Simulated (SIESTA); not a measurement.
Pb:

```
Pb
1.0
     3.52437    0.00000    0.00000
    -1.76218    3.05219    0.00000
     0.00000    0.00000   11.49524
Pb
4
Cartesian
  1.7622 1.0174 8.6214
  0.0000 0.0000 5.7476
  0.0000 2.0348 2.8738
  0.0000 0.0000 0.0000
```

This isn't the form of Pb at room conditions, which is fcc.

```yaml
Program: SIESTA 5.4.2
Task: single point
Functional: PBEsol
Potentials_or_basis: PseudoDojo 0.4 standard (PBEsol files)
Basis: DZP (energy shift 0.003 Ry; two zetas on semicore shells)
Grid_cutoff: 500 Ry
Energy_shift: 0.003 Ry
k_mesh: 9 × 9 × 3
Occupations: fermi-dirac, width 0.05 eV
Spin: no spin polarisation
```

On this cell: pressure -1.0 GPa; largest force under 0.003 eV/Å; band gap on the k mesh none (metal or under the smearing width).

The same run follows on a disturbed copy (atoms moved at random, drawn with an rms of 0.05 Å):

```
Pb
1.0
     3.52437    0.00000    0.00000
    -1.76218    3.05219    0.00000
     0.00000    0.00000   11.49524
Pb
4
Direct
  0.67913 0.34129 0.75103
  0.98437 0.99636 0.50375
  0.34123 0.68085 0.25385
  0.00242 0.00163 0.00146
```

**Question.** What does the disturbed cell give?

**Answer.** The energy (extrapolated to zero smearing) moves by +0.7 meV/atom; pressure -0.9 GPa; largest force 0.064 eV/Å; band gap on the k mesh none (metal or under the smearing width).

Forces in eV/Å, atoms in the order of the input:
```
Pb  -0.014 -0.004  0.062
Pb   0.020  0.011 -0.048
Pb  -0.004 -0.011 -0.051
Pb  -0.001  0.004  0.037
```

Stress tensor (GPa, compression positive):
```
-1.10 -0.02  0.01
-0.02 -1.11  0.01
 0.01  0.01 -0.58
```

Caveats: the basis of atomic orbitals isn't converged, which shifts pressures, moduli and gaps.
